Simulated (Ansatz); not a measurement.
# Alloy of Ga2O3 and Al2O3 (36 of 48 Ga sites exchanged), 120 atoms

Wanted: the relaxed alloy cell and its gap (PBEsol and HSE06).

Program: Ansatz 0.2.0, PAW, plane waves. These are calculated values, not measurements.

**1. The starting cell**

120 atoms (36 Al, 12 Ga, 72 O); a = 11.929 Å, b = 8.854 Å, c = 11.358 Å, α = 90.00°, β = 103.98°, γ = 90.00°. All atoms were shaken off their sites by about 0.02 Å along each axis.

Steps to follow: (2) PBEsol cell relaxation at the single k point (¼, ¼, ¼), on 1 × NVIDIA H100 80GB HBM3 with 4 threads of AMD EPYC 7R13; (3) HSE06 single point at the Γ point alone, on 1 × NVIDIA H100 80GB HBM3 with 4 threads of AMD EPYC 7R13.

**2. PBEsol relaxation of the cell and the positions**

Contents of in.yaml:

```yaml
crystal:
  lattice:
    - [11.928757, 0.000000, -0.022204]
    - [0.000000, 8.853539, 0.000000]
    - [-2.723007, 0.000000, 11.026579]
  atoms:
    - { symbol: Al, position: [0.409283, 0.166331, 0.098078] }
    - { symbol: Al, position: [0.405642, 0.168672, 0.599202] }
    - { symbol: Al, position: [0.409679, 0.500498, 0.104163] }
    - { symbol: Al, position: [0.409780, 0.834115, 0.102822] }
    - { symbol: Al, position: [0.411095, 0.835507, 0.604019] }
    - { symbol: Al, position: [0.157387, 0.164104, 0.158456] }
    - { symbol: Al, position: [0.158938, 0.501713, 0.158396] }
    - { symbol: Al, position: [0.158612, 0.497497, 0.658638] }
    - { symbol: Al, position: [0.159728, 0.834449, 0.158524] }
    - { symbol: Al, position: [0.159845, 0.836967, 0.656389] }
    - { symbol: Al, position: [0.090182, 0.998942, 0.397728] }
    - { symbol: Al, position: [0.088001, 0.000717, 0.895091] }
    - { symbol: Al, position: [0.092340, 0.331472, 0.401780] }
    - { symbol: Al, position: [0.090805, 0.328638, 0.901508] }
    - { symbol: Al, position: [0.089483, 0.670531, 0.897246] }
    - { symbol: Al, position: [0.910478, 0.001093, 0.103010] }
    - { symbol: Al, position: [0.908932, 0.994832, 0.604207] }
    - { symbol: Al, position: [0.909376, 0.332170, 0.101357] }
    - { symbol: Al, position: [0.910893, 0.330812, 0.601439] }
    - { symbol: Al, position: [0.906278, 0.667972, 0.099658] }
    - { symbol: Al, position: [0.906801, 0.665506, 0.601905] }
    - { symbol: Al, position: [0.656599, 0.002224, 0.155873] }
    - { symbol: Al, position: [0.657774, 0.001557, 0.658644] }
    - { symbol: Al, position: [0.659827, 0.329182, 0.160869] }
    - { symbol: Al, position: [0.657622, 0.334067, 0.658318] }
    - { symbol: Al, position: [0.657603, 0.666281, 0.157351] }
    - { symbol: Al, position: [0.339579, 0.001578, 0.340302] }
    - { symbol: Al, position: [0.340190, 0.997548, 0.844737] }
    - { symbol: Al, position: [0.342338, 0.334076, 0.840924] }
    - { symbol: Al, position: [0.344158, 0.665436, 0.841283] }
    - { symbol: Al, position: [0.592407, 0.497401, 0.400498] }
    - { symbol: Al, position: [0.591908, 0.830111, 0.898978] }
    - { symbol: Al, position: [0.840232, 0.167393, 0.337010] }
    - { symbol: Al, position: [0.842681, 0.497526, 0.341346] }
    - { symbol: Al, position: [0.838646, 0.833914, 0.342464] }
    - { symbol: Al, position: [0.839764, 0.830803, 0.842851] }
    - { symbol: Ga, position: [0.407516, 0.498599, 0.604232] }
    - { symbol: Ga, position: [0.159862, 0.165747, 0.657226] }
    - { symbol: Ga, position: [0.089214, 0.665657, 0.398528] }
    - { symbol: Ga, position: [0.658670, 0.664771, 0.657569] }
    - { symbol: Ga, position: [0.341811, 0.336810, 0.341802] }
    - { symbol: Ga, position: [0.338070, 0.663171, 0.341166] }
    - { symbol: Ga, position: [0.590667, 0.165095, 0.399292] }
    - { symbol: Ga, position: [0.590978, 0.167347, 0.897175] }
    - { symbol: Ga, position: [0.590963, 0.501820, 0.901327] }
    - { symbol: Ga, position: [0.589631, 0.831174, 0.400481] }
    - { symbol: Ga, position: [0.840501, 0.164012, 0.840203] }
    - { symbol: Ga, position: [0.842314, 0.501385, 0.841617] }
    - { symbol: O, position: [0.338915, 0.165822, 0.443150] }
    - { symbol: O, position: [0.338212, 0.164164, 0.946433] }
    - { symbol: O, position: [0.336752, 0.499352, 0.443930] }
    - { symbol: O, position: [0.338083, 0.499043, 0.942560] }
    - { symbol: O, position: [0.338952, 0.835424, 0.446292] }
    - { symbol: O, position: [0.335163, 0.836231, 0.942584] }
    - { symbol: O, position: [0.325916, 0.169367, 0.220231] }
    - { symbol: O, position: [0.328910, 0.163818, 0.718217] }
    - { symbol: O, position: [0.325351, 0.494763, 0.216518] }
    - { symbol: O, position: [0.329701, 0.500954, 0.718907] }
    - { symbol: O, position: [0.328289, 0.831325, 0.214956] }
    - { symbol: O, position: [0.326428, 0.836820, 0.720198] }
    - { symbol: O, position: [0.005751, 0.165331, 0.370273] }
    - { symbol: O, position: [0.006194, 0.167424, 0.871704] }
    - { symbol: O, position: [0.001990, 0.498670, 0.369935] }
    - { symbol: O, position: [0.000822, 0.500985, 0.869954] }
    - { symbol: O, position: [0.004798, 0.836266, 0.370768] }
    - { symbol: O, position: [0.002783, 0.835661, 0.873376] }
    - { symbol: O, position: [0.163825, 0.000921, 0.057162] }
    - { symbol: O, position: [0.162821, 0.996798, 0.554034] }
    - { symbol: O, position: [0.166068, 0.334378, 0.057096] }
    - { symbol: O, position: [0.162809, 0.331063, 0.552171] }
    - { symbol: O, position: [0.161539, 0.664472, 0.055828] }
    - { symbol: O, position: [0.162134, 0.669582, 0.553650] }
    - { symbol: O, position: [0.836432, 0.002748, 0.446927] }
    - { symbol: O, position: [0.836210, 0.998886, 0.943773] }
    - { symbol: O, position: [0.839100, 0.329666, 0.446065] }
    - { symbol: O, position: [0.837515, 0.334122, 0.945941] }
    - { symbol: O, position: [0.838127, 0.666793, 0.442741] }
    - { symbol: O, position: [0.835610, 0.665253, 0.942269] }
    - { symbol: O, position: [0.174353, 0.997789, 0.282553] }
    - { symbol: O, position: [0.173908, 0.003192, 0.781124] }
    - { symbol: O, position: [0.172159, 0.337132, 0.281425] }
    - { symbol: O, position: [0.169727, 0.333866, 0.780700] }
    - { symbol: O, position: [0.175006, 0.669111, 0.280876] }
    - { symbol: O, position: [0.172297, 0.666419, 0.783178] }
    - { symbol: O, position: [0.829062, 0.001592, 0.217072] }
    - { symbol: O, position: [0.825813, 0.999689, 0.719621] }
    - { symbol: O, position: [0.824753, 0.333667, 0.219675] }
    - { symbol: O, position: [0.828512, 0.330923, 0.716565] }
    - { symbol: O, position: [0.827207, 0.665428, 0.216349] }
    - { symbol: O, position: [0.826459, 0.667656, 0.718617] }
    - { symbol: O, position: [0.494414, 0.002174, 0.128165] }
    - { symbol: O, position: [0.498007, 0.000267, 0.627884] }
    - { symbol: O, position: [0.495804, 0.331869, 0.131452] }
    - { symbol: O, position: [0.495210, 0.333265, 0.630374] }
    - { symbol: O, position: [0.494349, 0.666796, 0.128216] }
    - { symbol: O, position: [0.497402, 0.667296, 0.627689] }
    - { symbol: O, position: [0.505844, 0.999838, 0.368359] }
    - { symbol: O, position: [0.504756, 0.000557, 0.872764] }
    - { symbol: O, position: [0.507816, 0.332237, 0.375176] }
    - { symbol: O, position: [0.504742, 0.335291, 0.871310] }
    - { symbol: O, position: [0.504637, 0.666623, 0.373256] }
    - { symbol: O, position: [0.501643, 0.669059, 0.871377] }
    - { symbol: O, position: [0.661943, 0.162655, 0.054296] }
    - { symbol: O, position: [0.661420, 0.167006, 0.556326] }
    - { symbol: O, position: [0.662069, 0.499451, 0.056296] }
    - { symbol: O, position: [0.660023, 0.502383, 0.556936] }
    - { symbol: O, position: [0.661559, 0.835047, 0.052863] }
    - { symbol: O, position: [0.661620, 0.831828, 0.552112] }
    - { symbol: O, position: [0.671699, 0.165002, 0.280098] }
    - { symbol: O, position: [0.672890, 0.162762, 0.781462] }
    - { symbol: O, position: [0.676954, 0.501474, 0.285281] }
    - { symbol: O, position: [0.675894, 0.494017, 0.782966] }
    - { symbol: O, position: [0.672635, 0.832397, 0.281545] }
    - { symbol: O, position: [0.673175, 0.834803, 0.781108] }
    - { symbol: O, position: [0.994996, 0.163415, 0.131068] }
    - { symbol: O, position: [0.994904, 0.171918, 0.627794] }
    - { symbol: O, position: [0.997394, 0.502202, 0.129774] }
    - { symbol: O, position: [0.995083, 0.499388, 0.625752] }
    - { symbol: O, position: [0.994818, 0.833215, 0.127754] }
    - { symbol: O, position: [0.997230, 0.833390, 0.629429] }
  symmetry: { detect: false }
kpoints:
  mp_grid: { grid: [1, 1, 1], shift: [0.25, 0.25, 0.25] }
hamiltonian:
  xc: pbesol
scf:
  occupations: { method: fermi_dirac, width: 0.01 }
relax:
  f_tol: 0.03
  max_steps: 80
  escape_saddle: false
  adjacent_minimum: "off"
  cell: { fix: [alpha, beta, gamma] }
output:
  forces: true
  eigenvalues: true
  populations: true
  write_density: true
  write_potential: true
  elf: true
  volumetric_format: npy
```

Started as:

```
$ ansatz run in.yaml --threads 4 --pin off --max-ram 42750MiB --runs-dir r --events-out ev --progress --plain --backend cuda --devices 0, --max-vram 37GiB
```

The runs that follow: HSE06 on the final geometry.

Before running it: what results should come out? Wanted: for each run, top filled to lowest empty.

The runs gave:

```
             level        time   k points  top filled to lowest empty (eV)
PBEsol, relaxation  16 s (GPU)  (¼, ¼, ¼)                             4.44
             HSE06  52 s (GPU)          Γ                             5.66
```

| quantity | value |
| --- | --- |
| relaxation | 6 recorded steps, 3.15 eV gained |
| largest shift | 0.12 Å (O64) |
| relaxed cell | a = 11.933 Å, b = 8.851 Å, c = 11.359 Å, α = 90.00°, β = 103.98°, γ = 90.00° |
| mean bonds | Al–O 1.869, Ga–O 1.931 Å |

**In words.** Relaxation gains 3.15 eV, with shifts up to 0.12 Å (O64), while the volume changes by +0.0 %. The mean lengths of the listed bonds run from Al–O 1.87 Å to Ga–O 1.93 Å. The relaxation ran on other k points, so part of any difference from the later rows can come from the mesh. With one k point the spacing samples only the states that fold onto it, so it can exceed the gap over the zone.
